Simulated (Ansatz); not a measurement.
# H₆O₇SiTi: basis-set convergence

The task here is to estimate one member of a computed series from the others.

Program: Ansatz 0.2.0, Gaussian basis. Level of theory: one geometry, several basis sets. These are calculated values, not measurements.

Levels to be run: PBE0-D4/def2-SVP; ωB97M-V/def2-SVP; PBE0-D4/def2-QZVPP; ωB97M-V/def2-QZVPP; the functionals' def2-TZVPP values are taken from earlier runs.

**The geometry**

The geometry comes from an earlier relaxation with PBE0-D4 in a triple-zeta def2 set; it is a stationary point, not always the lowest conformer.

15 atoms, charge 0, spin multiplicity 1.

Atoms are counted from 1 here; the program's logs count them from 0.

Bond lengths: O1–Si2 1.630 Å, O1–H10 0.958 Å, Si2–O3 1.635 Å, Si2–O4 1.624 Å, Si2–O5 1.636 Å, O3–H11 0.958 Å, O4–H12 0.967 Å, O5–Ti6 1.793 Å, Ti6–O7 1.790 Å, Ti6–O8 1.825 Å, Ti6–O9 1.792 Å, O7–H13 0.957 Å, O8–H14 0.959 Å, O9–H15 0.958 Å. Angles: Si2–O1–H10 116.1°, O1–Si2–O3 111.0°, O1–Si2–O4 105.8°, O1–Si2–O5 111.3°, O3–Si2–O4 113.3°, O3–Si2–O5 105.2°, O4–Si2–O5 110.2°, Si2–O3–H11 116.3°, Si2–O4–H12 114.7°, Si2–O5–Ti6 136.8°, O5–Ti6–O7 110.2°, O5–Ti6–O8 103.1°, O5–Ti6–O9 112.4°, O7–Ti6–O8 110.9°, O7–Ti6–O9 109.9°, O8–Ti6–O9 110.2°, Ti6–O7–H13 134.2°, Ti6–O8–H14 127.3° and more.

Geometry (Å):

| atom | x (Å) | y (Å) | z (Å) |
| --- | --- | --- | --- |
| O1 | 2.7905 | 0.0634 | -0.8542 |
| Si2 | 1.3180 | -0.6300 | -0.7618 |
| O3 | 0.9480 | -1.4103 | -2.1507 |
| O4 | 1.3721 | -1.6101 | 0.5324 |
| O5 | 0.1419 | 0.4922 | -0.5735 |
| Ti6 | -1.2085 | 0.7898 | 0.5675 |
| O7 | -0.8730 | 2.2415 | 1.5592 |
| O8 | -1.2174 | -0.7150 | 1.6004 |
| O9 | -2.7816 | 0.9754 | -0.2702 |
| H10 | 3.0266 | 0.4381 | -1.7034 |
| H11 | 1.3706 | -2.2593 | -2.2868 |
| H12 | 0.5695 | -1.6136 | 1.0709 |
| H13 | -0.0847 | 2.7484 | 1.7550 |
| H14 | -1.9751 | -1.2515 | 1.8393 |
| H15 | -3.4189 | 1.6902 | -0.2947 |

Set-up of the first run:

in.yaml

```yaml
crystal:
  periodic: [false, false, false]
  atoms:
    - {symbol: O, position_ang: [2.790510, 0.063373, -0.854158]}
    - {symbol: Si, position_ang: [1.317968, -0.629983, -0.761797]}
    - {symbol: O, position_ang: [0.948038, -1.410344, -2.150684]}
    - {symbol: O, position_ang: [1.372142, -1.610080, 0.532356]}
    - {symbol: O, position_ang: [0.141935, 0.492173, -0.573491]}
    - {symbol: Ti, position_ang: [-1.208527, 0.789796, 0.567529]}
    - {symbol: O, position_ang: [-0.872986, 2.241509, 1.559202]}
    - {symbol: O, position_ang: [-1.217363, -0.715003, 1.600362]}
    - {symbol: O, position_ang: [-2.781614, 0.975395, -0.270156]}
    - {symbol: H, position_ang: [3.026589, 0.438117, -1.703425]}
    - {symbol: H, position_ang: [1.370555, -2.259325, -2.286827]}
    - {symbol: H, position_ang: [0.569483, -1.613561, 1.070930]}
    - {symbol: H, position_ang: [-0.084662, 2.748409, 1.754977]}
    - {symbol: H, position_ang: [-1.975089, -1.251453, 1.839293]}
    - {symbol: H, position_ang: [-3.418878, 1.690176, -0.294709]}
basis:
  gaussian: {orbitals: def2-SVP}
hamiltonian: {xc: pbe0, dispersion: d4}
output: {orbitals: {seedname: orbitals}}
```

Run with:

```
ansatz run in.yaml --threads 4 --pin off --events-out ev --progress --plain --max-ram 41984MiB --backend cpu
```

Among the steps run: PBE0-D4 in def2-SVP; ωB97M-V in def2-SVP; PBE0-D4 in def2-QZVPP; ωB97M-V in def2-QZVPP.

One of the session's tables, all rows but one given; the rest of the session is left out.

It belongs to the step «Functionals by basis». 

| functional | basis | HOMO (eV) |
| --- | --- | --- |
| PBE0-D4 | def2-SVP | -8.47 |
| PBE0-D4 | def2-TZVPP | -8.79 |
| PBE0-D4 | def2-QZVPP | ? |
| ωB97M-V | def2-SVP | -10.91 |
| ωB97M-V | def2-TZVPP | -11.26 |
| ωB97M-V | def2-QZVPP | -11.33 |

Estimate the missing values for PBE0-D4, def2-QZVPP.

**Answer.** HOMO (eV): -8.86. In the column «HOMO (eV)» it lies between ωB97M-V, def2-SVP (-10.91) and PBE0-D4, def2-TZVPP (-8.79).
